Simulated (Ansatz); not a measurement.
**SiCl: from a guess to a relaxed structure**

Aim: relax a trial structure of SiCl and see where it ends.

Method: DFT PBE, scalar-relativistic, plane waves, PAW, in Ansatz 0.2.0.

## 1. The system as given

It takes space group Fm-3m (No. 225, cubic). Conventional cell: a = 5.746 Å, b = 5.746 Å, c = 5.746 Å, α = 90.00°, β = 90.00°, γ = 90.00°. Around Si (site symmetry m-3m) lie 6 Cl at 2.87 Å. Cl (site symmetry m-3m) is surrounded by 6 Si at 2.87 Å.

Coordinates:

```
CELL_PARAMETERS angstrom
0.00000 2.87292 2.87292
2.87292 0.00000 2.87292
2.87292 2.87292 0.00000
ATOMIC_POSITIONS crystal
Si 0.50000 0.50000 0.50000
Cl 0.00000 0.00000 0.00000
```

The cell is invented: species swapped into a database cell of CsH (Fm-3m, No. 225), with Cl on the Cs sites and Si on the H sites. Its size is a rough estimate.

## 2. Probe: one point on a coarse mesh

Input file input.yaml:

```yaml
crystal:
  lattice:
    - [0.0, 2.8729167, 2.8729167]
    - [2.8729167, 0.0, 2.8729167]
    - [2.8729167, 2.8729167, 0.0]
  atoms:
    - { symbol: Si, position: [0.5, 0.5, 0.5] }
    - { symbol: Cl, position: [0.0, 0.0, 0.0] }
basis:
  ecutwfc: 420
kpoints:
  mp_grid: { grid: [6, 6, 6] }
hamiltonian:
  xc: pbe
scf:
  occupations: { method: gaussian, width: 0.1 }
  lower_state_search: "off"
output:
  forces: true
  stress: true
  eigenvalues: true
```

Run with:

```
> ansatz run input.yaml --threads 1 --pin off --max-ram 2560MiB --backend cpu --events-out ev --progress --plain --runs-dir out
```

Output (excerpt; [...] marks lines left out):

```text
[...]
SCF converged after 6 iterations
Free energy (F): -1714.040641 eV
[...]
E sigma→0 (E₀):  -1714.035451 eV
Entropy (-TS):   -0.010381 eV (-5.190 meV/atom)
Fermi energy:    5.743929 eV
[...]
--- Forces (eV/Å), atoms counted from 1 ---
  atom   1  Si    -0.00000000     0.00000000    -0.00000000
  atom   2  Cl    -0.00000000     0.00000000     0.00000000
[...]
--- Stress (GPa, compression-positive) ---
       -0.269147       0.000000       0.000000
       -0.000000      -0.269147       0.000000
       -0.000000       0.000000      -0.269147
  P = ⅓ Tr σ = -0.2691 GPa (-2.691 kbar)
--- Band table (eV; the first three rows and the last of 16) ---
  k-point 0: bands = ["-11.6049", "-1.2308", "0.9136", "0.9136", "0.9136", "8.1214", "8.1214", "8.1214", "10.8743", "10.8743"]
[...]
```

Run time: 0.65 s. Hardware: 1 thread of Arm Neoverse V2, shared host; peak memory 0.27 GiB.

Read-out: pressure -0.3 GPa, largest force 0.00 eV/Å, gap on this mesh none (metal). The coarse relaxation is skipped.

## 3. Relaxation on the finer mesh

input.yaml: that of step 2 with these lines changed.

```diff
@@ -11,3 +11,3 @@
 kpoints:
-  mp_grid: { grid: [6, 6, 6] }
+  mp_grid: { grid: [16, 16, 16] }
 hamiltonian:
@@ -16,3 +16,2 @@
   occupations: { method: gaussian, width: 0.1 }
-  lower_state_search: "off"
 output:
@@ -21 +20,10 @@
   eigenvalues: true
+  write_density: true
+  write_potential: true
+  elf: true
+  volumetric_format: npy
+relax:
+  adjacent_minimum: "off"
+  f_tol: 0.01
+  max_steps: 80
+  cell: { stress_tol: 0.05 }
```

Run with:

```
> ansatz run input.yaml --threads 1 --pin off --max-ram 2560MiB --backend cpu --events-out ev --progress --plain --runs-dir out
```

Output (excerpt; [...] marks lines left out):

```text
Warning: RAYON_NUM_THREADS=1 ignored (pool sized by the plan → 1); use --threads N
[...]
Pseudopotentials: kind: paw
Pseudopotential: Si, paw, valence charge 4, recommended cutoff 420 eV (normal), Si.paw.azcp
Pseudopotential: Cl, paw, valence charge 7, recommended cutoff 420 eV (normal), Cl.paw.azcp
Functional definition: PBE
[...]
Crystal: 2 atoms, lattice volume = 47.424 Å³
Basis set: ecut = 420 eV, 941 PW (Γ), exchange–correlation on 60×60×60 points (8 copies of the dense FFT grid, shifted against one another)
Bands: 10, of which v1, the nominal top of the filled ones, is band 6 counted from 1 (5 counted from 0)
Symmetry: 48 space group operations
Space group: Fm-3m (ITA 225), of the structure as read, at distance tolerance 3.6e-5 Å
k-points: 145 of 4096
[...]
SCF iter   1: F=—  HF=-1714.063534 eV  |F-HF|=—  |Δ(HF+E_count)|=         —  Δρ=1.20e-3  dr2=5.45e-4  ethr=1.77e-3  ⟨swp⟩=7.0  Hψ=10891  notcnv=0
[...]
  atom   2  Cl    -0.00000000     0.00000000    -0.00000000
[...]
--- Stress (GPa, compression-positive) ---
       -0.015945      -0.000000      -0.000000
       -0.000000      -0.015945      -0.000000
       -0.000000      -0.000000      -0.015945
  P = ⅓ Tr σ = -0.0159 GPa (-0.159 kbar)
--- Band table (eV; the first three rows and the last of 145) ---
  k-point 0: bands = ["-11.5499", "-1.0826", "0.9975", "0.9975", "0.9975", "8.2982", "8.2982", "8.2982", "10.9755", "10.9755"]
[...]
--- Relaxed structure (2 steps of the walk, 2 accepted, 1 SCFs on fresh bases) ---
  F+E_penalty+E_count = -1714.06461988 eV   max|allowed force component| = 2.630e-31 eV/Å   (the final SCF, on the basis selected at the relaxed cell)
  cell:  # Å, volume = 46.8436 Å³
    - [6.392826559632092e-36, 2.8611467749200377, 2.8611467749200377]
    - [2.8611467749200377, 3.3461990484389914e-35, 2.8611467749200377]
    - [2.8611467749200377, 2.8611467749200377, 1.4330733842518844e-35]
  atoms:
    - { symbol: Si, position: [0.5, 0.5, 0.5] }
    - { symbol: Cl, position: [2.444073505128706e-36, -2.705938523535353e-36, -3.2296685603486476e-36] }
```

It took 13 s on 1 thread of Arm Neoverse V2, shared host; peak memory 0.37 GiB.

The steps of the relaxation:

```csv
step,E - E(step 1) (eV/cell),largest force component (eV/Å),pressure (GPa),volume (Å³)
1,0.0000,0.0000,-0.46,47.42
2,-0.0009,0.0000,-0.02,46.84
3,-0.0009,0.0000,-0.02,46.84
```

Step 1 is the start. Step 3 repeats the geometry before it on a plane-wave basis chosen anew for that cell, so its energy need not be comparable with the rows above.

Lengths and angles in the start's conventional setting:

|  | before | after | change |
| --- | --- | --- | --- |
| a (Å) | 5.746 | 5.722 | -0.4 % |
| b (Å) | 5.746 | 5.722 | -0.4 % |
| c (Å) | 5.746 | 5.722 | -0.4 % |
| volume (Å³/atom) | 23.71 | 23.42 | -1.2 % |
| shortest distance (Å) | 2.873 | 2.861 | -0.4 % |
| space group (0.01 Å) | Fm-3m | Fm-3m | same |

Forces and stress were held to the start's 48 operations: a distortion of lower symmetry was not tested.

Axes a, b and c in the maps are those of this run's conventional cell (a, b, c = 5.722, 5.722, 5.722 Å).

Density in a lattice plane of the grid's cell (edges 5.72 and 5.72 Å, at 0.000 of the third edge), which holds Si and Cl.

Ten even steps from '0' (-0.25 e/Å³) to '9' (1.76 e/Å³):
```
589632222222122222223698
997432122232223222123479
554321111222222211112345
222211111122222111111222
222111111122222111111122
222111111222222211111122
222211112345554321111222
223222123479997432122232
122222223698589632222222
112322224794049742222321
122222223698589632222222
223222123479997432122232
222211112345554321111222
222111111222222211111122
222111111122222111111122
222211111122222111111222
554321111222222211112345
997432122232223222123479
589632222222122222223698
049742222321112322224794
```
Columns run along the first of these edges and rows up along the second, over one cell in 24 and 20 even steps from the bottom left corner. Atoms in the plane (fractional): Si at (0.00, 0.50), Si at (0.50, 0.00), Cl at (0.00, 0.00), Cl at (0.50, 0.50).

ELF in the same plane.

Values, 12 rows by 12 columns:
```
0.77 0.85 0.72 0.25 0.74 0.80 0.75 0.80 0.74 0.25 0.72 0.85
0.81 0.72 0.36 0.12 0.42 0.74 0.81 0.74 0.42 0.12 0.36 0.72
0.33 0.25 0.12 0.06 0.12 0.25 0.33 0.25 0.12 0.06 0.12 0.25
0.81 0.74 0.42 0.12 0.36 0.72 0.81 0.72 0.36 0.12 0.42 0.74
0.75 0.80 0.74 0.25 0.72 0.85 0.77 0.85 0.72 0.25 0.74 0.80
0.87 0.75 0.81 0.33 0.81 0.77 0.23 0.77 0.81 0.33 0.81 0.75
0.75 0.80 0.74 0.25 0.72 0.85 0.77 0.85 0.72 0.25 0.74 0.80
0.81 0.74 0.42 0.12 0.36 0.72 0.81 0.72 0.36 0.12 0.42 0.74
0.33 0.25 0.12 0.06 0.12 0.25 0.33 0.25 0.12 0.06 0.12 0.25
0.81 0.72 0.36 0.12 0.42 0.74 0.81 0.74 0.42 0.12 0.36 0.72
0.77 0.85 0.72 0.25 0.74 0.80 0.75 0.80 0.74 0.25 0.72 0.85
0.23 0.77 0.81 0.33 0.81 0.75 0.87 0.75 0.81 0.33 0.81 0.77
```
Columns run along the first of these edges and rows up along the second, over one cell in 12 and 12 even steps from the bottom left corner. Atoms in the plane (fractional): Si at (0.00, 0.50), Si at (0.50, 0.00), Cl at (0.00, 0.00), Cl at (0.50, 0.50).

Both are smooth fields of the valence electrons: close to the nuclei they are not physical.

Outside the cores ELF peaks at 0.87 in the shell around Cl, 0.8 Å from Cl; 0.85 in the shell around Si, 0.8 Å from Si.

## 4. Variant: preconditioner local_kerker, chi_scale 0.0

Input file input.yaml:

```yaml
crystal:
  lattice:
    - [0.0, 2.8611467749, 2.8611467749]
    - [2.8611467749, 0.0, 2.8611467749]
    - [2.8611467749, 2.8611467749, 0.0]
  atoms:
    - { symbol: Si, position: [0.5, 0.5, 0.5] }
    - { symbol: Cl, position: [0.0, 0.0, 0.0] }
basis:
  ecutwfc: 420
kpoints:
  mp_grid: { grid: [16, 16, 16] }
hamiltonian:
  xc: pbe
scf:
  occupations: { method: gaussian, width: 0.1 }
  mixing: { preconditioner: local_kerker }
  initial_density: { chi_scale: 0.0 }
output:
  forces: true
  eigenvalues: true
  stress: true
```

Run with:

```
> ansatz run input.yaml --threads 1 --pin off --max-ram 2560MiB --backend cpu --events-out ev --progress --plain --runs-dir out
```

Output (excerpt; [...] marks lines left out):

```text
Warning: RAYON_NUM_THREADS=1 ignored (pool sized by the plan → 1); use --threads N
[...]
[... 4 set-up lines as earlier in the session ...]
[...]
Crystal: 2 atoms, lattice volume = 46.844 Å³
Basis set: ecut = 420 eV, 941 PW (Γ), exchange–correlation on 60×60×60 points (8 copies of the dense FFT grid, shifted against one another)
Bands: 10, of which v1, the nominal top of the filled ones, is band 6 counted from 1 (5 counted from 0)
[... 2 set-up lines as earlier in the session ...]
k-points: 145 of 4096
[...]
SCF iter   1: F=—  HF=-1714.136716 eV  |F-HF|=—  |Δ(HF+E_count)|=         —  Δρ=1.59e-2  dr2=2.58e-1  ethr=3.10e-3  ⟨swp⟩=5.9  Hψ=10372  notcnv=0
[...]
SCF iter   6: F=-1714.064620 eV  HF=-1714.064620 eV  |F-HF|=1.20e-9  |Δ(HF+E_count)|=   1.41e-7  Δρ=8.06e-6  dr2=4.19e-8  ethr=9.09e-10  ⟨swp⟩=7.4  Hψ=8621  notcnv=0
[...]
SCF converged after 6 iterations
Free energy (F): -1714.064620 eV
[...]
E sigma→0 (E₀):  -1714.061273 eV
Entropy (-TS):   -0.006694 eV (-3.347 meV/atom)
Fermi energy:    5.940468 eV
[...]
--- Forces (eV/Å), atoms counted from 1 ---
  atom   1  Si    -0.00000000     0.00000000     0.00000000
  atom   2  Cl    -0.00000000     0.00000000     0.00000000
[...]
--- Stress (GPa, compression-positive) ---
       -0.016060      -0.000000       0.000000
        0.000000      -0.016060       0.000000
        0.000000       0.000000      -0.016060
  P = ⅓ Tr σ = -0.0161 GPa (-0.161 kbar)
--- Band table (eV; the first three rows and the last of 145) ---
  k-point 0: bands = ["-11.5501", "-1.0828", "0.9974", "0.9974", "0.9974", "8.2981", "8.2981", "8.2981", "10.9754", "10.9754"]
[...]
```

Run time: 3.2 s. Hardware: 1 thread of Arm Neoverse V2, shared host; peak memory 0.32 GiB.

| run | ending | energy change | pressure (GPa) | gap (eV) | force (eV/Å) | cycles | time |
| --- | --- | --- | --- | --- | --- | --- | --- |
| step 3 | converged | 0 | 0.0 | 0.00 | 0.00 | - | 13 s |
| variant | converged | 0.0 meV/atom | 0.0 | 0.00 | 0.00 | 6 | 3.2 s |

With the changed mixing and start the energy agrees within 0.5 meV/atom.

## 5. Outcome

| quantity | value |
| --- | --- |
| symmetry at the end (tolerance 0.05 Å) | space group Fm-3m (No. 225) |
| conventional cell | a = 5.722 Å, b = 5.722 Å, c = 5.722 Å, α = 90.00°, β = 90.00°, γ = 90.00° |
| volume | 23.42 Å³/atom |
| energy over the elements (uncorrected; H, N, O, F and Cl as molecules) | +0.60 eV/atom |
| gap on the mesh | none (metal) |

**Reading.** The space group Fm-3m (No. 225) is kept, and the volume per atom shrinks by 1.2 % from the first guess. The formation energy is positive, so the separate elements lie lower. No finished test with a distortion of lower symmetry is shown, so the end may be a saddle point. Spin polarisation is off in the runs that give these values; a magnetic solution could lie lower.
